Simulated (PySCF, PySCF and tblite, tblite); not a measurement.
# C4H11BSi: a path driven as ring inversion, and NMR exchange, part 2 of 2

PySCF and tblite. Atoms count from 0. Earlier steps stand in the parts before.

## Step 10: Shieldings, start: CAM-B3LYP/pcSseg-1

What the job is given:

```
{"job": {"kind": "nmr", "xc": "CAM-B3LYP", "basis": "pcSseg-1", "pop": false}, "charge": 0, "multiplicity": 1}
B      0.077558     1.453441    -0.715871
C     -1.311723     0.804612    -0.333865
C     -1.240486    -0.363820     0.652836
C     -0.319397    -1.475881     0.142248
Si     1.471417    -0.855663    -0.069649
C      1.337475     1.046599     0.095234
H      0.139313     2.167252    -1.646442
H     -1.812634     0.458865    -1.244598
H     -1.976323     1.572904     0.075949
H     -2.243708    -0.771421     0.815158
H     -0.877974    -0.007843     1.620033
H     -0.362743    -2.321580     0.830209
H     -0.708901    -1.837434    -0.811430
H      2.014103    -1.245529    -1.378423
H      2.346208    -1.377215     0.992266
H      1.198676     1.224574     1.161963
H      2.262140     1.540169    -0.195527
```

Standard output:

```text
coarse grid: 13880 points
cycle   1  E = -473.1614919277  dE =  6.146e-01  |g| = 4.114e-01  |ddm| = 3.519e+00
cycle   2  E = -473.1753618592  dE = -1.387e-02  |g| = 3.564e-01  |ddm| = 5.941e-01
cycle   3  E = -473.2070624978  dE = -3.170e-02  |g| = 3.600e-02  |ddm| = 3.079e-01
cycle   4  E = -473.2074119493  dE = -3.495e-04  |g| = 1.333e-02  |ddm| = 5.150e-02
cycle   5  E = -473.2074537334  dE = -4.178e-05  |g| = 2.619e-03  |ddm| = 1.523e-02
cycle   6  E = -473.2074554327  dE = -1.699e-06  |g| = 7.090e-04  |ddm| = 2.987e-03
final grid: 127064 points
cycle   7  E = -473.2518519939  dE = -3.271e-05  |g| = 4.234e-03  |ddm| = 1.809e-02
cycle   8  E = -473.2518525478  dE = -5.539e-07  |g| = 4.032e-03  |ddm| = 6.574e-03
cycle   9  E = -473.2518565560  dE = -4.008e-06  |g| = 2.161e-04  |ddm| = 3.174e-03
cycle  10  E = -473.2518565678  dE = -1.184e-08  |g| = 9.706e-05  |ddm| = 3.396e-04
cycle  11  E = -473.2518565701  dE = -2.232e-09  |g| = 2.592e-05  |ddm| = 1.021e-04
cycle  12  E = -473.2518565703  dE = -2.043e-10  |g| = 5.986e-06  |ddm| = 2.888e-05
converged SCF energy = -473.2518565703

GIAO shielding tensors (ppm)
atom      isotropic    diamagn.    paramagn.     s11        s22        s33       span
  0 B        6.974     189.510    -182.536    -74.507    -29.146    124.576    199.083
  1 C      150.718     250.477     -99.758    124.451    152.615    175.089     50.638
  2 C      162.094     246.357     -84.264    155.200    163.767    167.314     12.114
  3 C      175.951     251.613     -75.662    160.386    175.619    191.848     31.462
  4 Si     394.404     879.476    -485.073    364.743    384.880    433.588     68.845
  5 C      171.060     255.667     -84.607    135.051    180.555    197.573     62.522
  6 H       23.771      29.860      -6.089     18.847     26.014     26.452      7.605
  7 H       30.353      31.130      -0.778     25.919     29.020     36.119     10.199
  8 H       30.357      29.826       0.532     25.175     28.646     37.252     12.077
  9 H       29.718      30.263      -0.545     24.153     28.349     36.652     12.500
 10 H       30.190      32.464      -2.274     26.891     28.379     35.299      8.409
 11 H       30.771      30.349       0.423     25.837     28.300     38.177     12.340
 12 H       31.466      31.594      -0.128     26.870     29.301     38.226     11.356
 13 H       27.847      29.040      -1.193     24.314     25.526     33.701      9.387
 14 H       27.426      28.909      -1.483     24.018     25.407     32.852      8.834
 15 H       30.721      32.066      -1.345     25.836     29.317     37.010     11.174
 16 H       30.215      29.763       0.452     26.781     27.191     36.674      9.893
```

It took 25 s on 1 thread of Intel Xeon at 2.80GHz, shared host; peak memory 0.82 GiB.

Key values: HOMO -9.30 eV, LUMO 0.25 eV; dipole 0.71 D.

## Step 11: Single-point energy, saddle of leg 1: CAM-B3LYP/pcSseg-1

What the job is given:

```
{"job": {"kind": "sp", "xc": "CAM-B3LYP", "basis": "pcSseg-1", "pop": false}, "charge": 0, "multiplicity": 1}
B      0.152133     1.485542     0.225892
C     -1.185301     0.936118    -0.423413
C     -1.467814    -0.523127     0.030520
C     -0.300079    -1.202505     0.755190
Si     1.371256    -0.949008    -0.114533
C      1.476664     0.950869    -0.387440
H      0.136086     2.152773     1.191233
H     -1.095775     0.934072    -1.512390
H     -2.060523     1.544096    -0.188660
H     -1.734652    -1.126097    -0.840283
H     -2.333352    -0.527424     0.698088
H     -0.222558    -0.780556     1.760486
H     -0.536619    -2.260563     0.882046
H      1.411664    -1.670085    -1.395812
H      2.465080    -1.420693     0.745183
H      2.392039     1.356592     0.038278
H      1.531751     1.099997    -1.464385
```

Standard output:

```text
coarse grid: 13880 points
cycle   1  E = -473.1531299410  dE =  6.028e-01  |g| = 4.075e-01  |ddm| = 3.525e+00
cycle   2  E = -473.1677252681  dE = -1.460e-02  |g| = 3.474e-01  |ddm| = 5.915e-01
cycle   3  E = -473.1978173599  dE = -3.009e-02  |g| = 3.584e-02  |ddm| = 3.000e-01
cycle   4  E = -473.1981641402  dE = -3.468e-04  |g| = 1.345e-02  |ddm| = 5.246e-02
cycle   5  E = -473.1982074311  dE = -4.329e-05  |g| = 2.627e-03  |ddm| = 1.515e-02
cycle   6  E = -473.1982091468  dE = -1.716e-06  |g| = 7.820e-04  |ddm| = 3.082e-03
final grid: 127064 points
cycle   7  E = -473.2420945036  dE = -3.128e-05  |g| = 4.163e-03  |ddm| = 1.628e-02
cycle   8  E = -473.2420950652  dE = -5.616e-07  |g| = 3.967e-03  |ddm| = 6.469e-03
cycle   9  E = -473.2420989479  dE = -3.883e-06  |g| = 1.885e-04  |ddm| = 3.156e-03
cycle  10  E = -473.2420989580  dE = -1.009e-08  |g| = 9.798e-05  |ddm| = 3.202e-04
cycle  11  E = -473.2420989603  dE = -2.273e-09  |g| = 2.415e-05  |ddm| = 1.025e-04
cycle  12  E = -473.2420989605  dE = -2.007e-10  |g| = 6.752e-06  |ddm| = 2.836e-05
converged SCF energy = -473.2420989605
```

It took 11 s on 1 thread of Intel Xeon at 2.80GHz, shared host; peak memory 0.65 GiB.

In short: HOMO -9.36 eV, LUMO 0.20 eV; dipole 0.44 D.

## Step 12: Second level: CAM-B3LYP/pcSseg-1 + D3(BJ)

What the job is given:

```
{"job": {"smiles": "B1CCC[SiH2]C1", "charge": 0, "mult": 1, "motion": "ring", "what": "6-membered ring", "atoms": [0, 1, 2, 3, 4, 5], "ring": [0, 1, 2, 3, 4, 5], "study": "path", "level": {"kind": "nmr", "xc": "CAM-B3LYP", "basis": "pcSseg-1", "wide": true}, "fields": [100, 400, 900], "first": 1, "seed": 564, "kind": "pathvar"}, "charge": 0, "multiplicity": 1}
B      0.077558     1.453441    -0.715871
C     -1.311723     0.804612    -0.333865
C     -1.240486    -0.363820     0.652836
C     -0.319397    -1.475881     0.142248
Si     1.471417    -0.855663    -0.069649
C      1.337475     1.046599     0.095234
H      0.139313     2.167252    -1.646442
H     -1.812634     0.458865    -1.244598
H     -1.976323     1.572904     0.075949
H     -2.243708    -0.771421     0.815158
H     -0.877974    -0.007843     1.620033
H     -0.362743    -2.321580     0.830209
H     -0.708901    -1.837434    -0.811430
H      2.014103    -1.245529    -1.378423
H      2.346208    -1.377215     0.992266
H      1.198676     1.224574     1.161963
H      2.262140     1.540169    -0.195527
```

Standard output:

```text
stationary points (kcal/mol above the start)
  n  kind          group   xTB      DFT    lowest mode
  0  minimum      C1       0.00     0.00      83.9
  1  saddle       C1       4.76     6.10     -81.5
  2  minimum      C1      -0.00     0.00      84.0

GFN2-xTB energies: T/K, barrier G, reaction G (kcal/mol), k forward, k back (1/s)
 150.00     4.97    -0.00   3.59e+05   3.59e+05
 200.00     5.03     0.00   2.67e+07   2.67e+07
 250.00     5.10     0.00   3.63e+08   3.63e+08
 298.15     5.18     0.00   1.98e+09   1.98e+09
 350.00     5.28     0.00   7.37e+09   7.38e+09
 400.00     5.39     0.00    1.9e+10   1.91e+10
 500.00     5.63     0.00   7.24e+10   7.25e+10

PBE0/pcSseg-1 + D3(BJ) energies: T/K, barrier G, reaction G (kcal/mol), k forward, k back (1/s)
 150.00     6.27     0.00   4.59e+03   4.59e+03
 200.00     6.33     0.00   1.01e+06   1.01e+06
 250.00     6.40     0.00   2.65e+07   2.65e+07
 298.15     6.48     0.00   2.21e+08   2.21e+08
 350.00     6.58     0.00   1.14e+09   1.14e+09
 400.00     6.68     0.00   3.71e+09   3.72e+09
 500.00     6.92     0.00   1.96e+10   1.96e+10

CAM-B3LYP/pcSseg-1 + D3(BJ) energies: T/K, barrier G, reaction G (kcal/mol), k forward, k back (1/s)
 150.00     6.31     0.00   4.01e+03   4.01e+03
 200.00     6.37     0.00   9.17e+05   9.17e+05
 250.00     6.44     0.00   2.45e+07   2.45e+07
 298.15     6.52     0.00   2.07e+08   2.07e+08
 350.00     6.62     0.00   1.07e+09   1.08e+09
 400.00     6.72     0.00   3.53e+09   3.53e+09
 500.00     6.97     0.00   1.88e+10   1.88e+10
```

Wall time 1.7 min (1 thread of Intel Xeon at 2.80GHz, shared host); peak memory 0.82 GiB. This counts the runs that the step sums up.

Barriers by level (kcal/mol; entropies in cal/(mol K)). Zero-point and thermal terms come from xTB in every row. ΔG‡ leaves symmetry out; the rate counts equivalent paths (a factor of 2); effective ΔG‡, where given, is the barrier that would give that rate by Eyring's equation alone:

| level | ΔE‡ | with zero-point | ΔH‡ | ΔS‡ | ΔG‡ (298 K) | ΔE of reaction | k at 298 K (1/s) | effective ΔG‡ |
| --- | --- | --- | --- | --- | --- | --- | --- | --- |
| GFN2-xTB | 4.76 | 4.86 | 4.49 | -2.3 | 5.18 | 0.00 | 2e+09 | 4.77 |
| PBE0/pcSseg-1 + D3(BJ) | 6.06 | 6.16 | 5.79 | -2.3 | 6.48 | 0.00 | 2.2e+08 | 6.07 |
| CAM-B3LYP/pcSseg-1 + D3(BJ) | 6.10 | 6.20 | 5.83 | -2.3 | 6.52 | 0.00 | 2.1e+08 | 6.11 |

## Step 13: What came out

The summary covers parts 1 to 2.

| quantity | value |
| --- | --- |
| barrier (PBE0/pcSseg-1 + D3(BJ)) | ΔE‡ 6.1, ΔG‡(298 K) 6.5 kcal/mol |
| barrier (GFN2-xTB) | ΔE‡ 4.8 kcal/mol |
| rate at 298 K | 2.2e+08 s⁻¹ |
| end of the path | the start, renumbered or mirrored |
| coalescence of ¹H H11 | 142 K at 900 MHz |

In words: The barrier is 6.1 kcal/mol at the DFT level (xTB: 4.8); with thermal terms and the count of paths the DFT value gives a rate of 2.2e+08 s⁻¹ at 298 K. An error of 1.4 kcal/mol changes that rate tenfold. The ¹H lines of H11 and its partners, 641 Hz apart at 900 MHz, merge at 142 K, so by this path alone the exchange at 298 K is fast for them; other paths were not followed. It was not proven that each saddle links the two ends.
